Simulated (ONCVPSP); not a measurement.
**Titanium: generating and testing an ONCV potential**

Aim: build the potential from the settings below, then test how well it stands in for the atom: other configurations, scattering, ghost states and the plane-wave cutoff that it needs.

Program: ONCVPSP 4.0.1.1 (patched build). Reference atom: PBE, scalar-relativistic, spherical and spin-unpolarised. All values are calculated.

## 1. Starting point

The settings as typed:

```json
{"element": "titanium (Ti, Z = 22)", "type": "optimised norm-conserving Vanderbilt (ONCV)", "frozen core": "[Ne]", "valence charge": "12", "reference configuration": "3s2 3p6 3d2 4s1.5 (charge +0.5)", "partial waves": "3s+4s: rc 1.95 bohr, ncon 4, nbas 9, qcut 6.3 1/bohr, 2 projectors; 3p: rc 1.10 bohr, ncon 4, nbas 7, qcut 8.8 1/bohr, 3 projectors, debl 0.9 Ha; 3d: rc 1.40 bohr, ncon 5, nbas 10, qcut 8.7 1/bohr, 1 projector", "local potential": "polynomial inside 0.70 bohr (lpopt 5, dvloc0 6 Ha)", "core correction": "Teter function, fcfact 5.75, rcfact 1.3"}
```

The nodes and maxima of the atom's own shells, from an earlier all-electron run, set the scale for the radii.

All-electron outer shells of the reference configuration (PBE, scalar-relativistic, ld1.x):

```csv
shell,level (eV),outermost node (bohr),outermost maximum (bohr)
2p,-447.70,–,0.22
3s,-66.09,0.40,0.87
3p,-42.33,0.37,0.90
3d,-7.65,–,0.98
4s,-7.32,1.24,2.85
4p,-3.93,1.38,3.57
```

## 2. Generation

Ti.dat reads:

```
# ATOM AND REFERENCE CONFIGURATION
# atsym  z   nc   nv     iexc    psfile
  Ti 22.00    3    4        4      upf
#
#   n    l    f
    1    0    2.00
    2    0    2.00
    2    1    6.00
    3    0    2.00
    3    1    6.00
    3    2    2.00
    4    0    1.50
#
# PSEUDOPOTENTIAL AND OPTIMIZATION
# lmax
    2
#
#   l,   rc,      ep,       ncon, nbas, qcut
    0    1.95    0.00    4    9    6.30
    1    1.10    0.00    4    7    8.80
    2    1.40    0.00    5   10    8.70
#
# LOCAL POTENTIAL
# lloc, lpopt,  rc(5),   dvloc0
    4    5    0.70    6.00
#
# VANDERBILT-KLEINMAN-BYLANDER PROJECTORs
# l, nproj, debl
    0    2    1.90
    1    3    0.90
    2    1    2.90
#
# MODEL CORE CHARGE
# icmod, fcfact, rcfact
    3    5.75    1.30
#
# LOG DERIVATIVE ANALYSIS
# epsh1, epsh2, depsh
   -4.00    5.00    0.02
#
# OUTPUT GRID
# rlmax, drl
    6.00    0.01
#
# TEST CONFIGURATIONS
# ncnf
    4
# nvcnf
#   n    l    f
    4
    3    0    2.00
    3    1    6.00
    3    2    2.00
    4    0    2.00
#
    4
    3    0    2.00
    3    1    6.00
    3    2    2.00
    4    0    1.00
#
    4
    3    0    2.00
    3    1    6.00
    3    2    2.00
    4    0    0.00
#
    4
    3    0    1.00
    3    1    6.00
    3    2    2.00
    4    0    2.00
#
```

Command:

```bash
$ oncvpsp.x < Ti.dat > Ti.out
```

What does the calculation give? Wanted: cutoffs for 1 and 0.1 mHa per electron, occupied waves; bound ghosts; GHOST(+) flags; largest test error; largest phase difference near zero energy, channels read; rms error of d²Exc/dn², without and with the model core; projector energies reset by the program.

As calculated:

```
                                                quantity                                                   value
  cutoffs for 1 and 0.1 mHa per electron, occupied waves                                        38 Ha and 164 Ha
                                            bound ghosts                                              none found
                                          GHOST(+) flags  p at 4312 eV (1 near or above the test basis's cutoff)
                            largest test error (AE − PS)                           -332 meV, for 3s1 3p6 3d2 4s2
largest phase difference near zero energy, channels read                                               0.002 rad
 rms error of d²Exc/dn², without and with the model core                                       2.55 and 1.44 mHa
                 projector energies reset by the program                              p: -1.555, 0.250, 1.150 Ha
```

What this shows: By total energies transferability is poor: the largest error is 332 meV on 66.7 eV, for 3s1 3p6 3d2 4s2. That test lies far up in energy; among those under 40 eV, nearer to bonding, the largest error is 2.5 meV. By its cutoff, 38 Ha for the looser tolerance, it is hard. The tighter tolerance needs 164 Ha, and converged work needs a cutoff nearer that. At the looser tolerance the 3d wave is the slowest; 3p needs 28 Ha. No bound ghost shows below the valence levels. Near zero energy the phases of the channels with partial waves agree within 0.002 rad. The program also flags highly localised states, GHOST(+) (p). These are tests on the free atom; a crystal test is still owed.
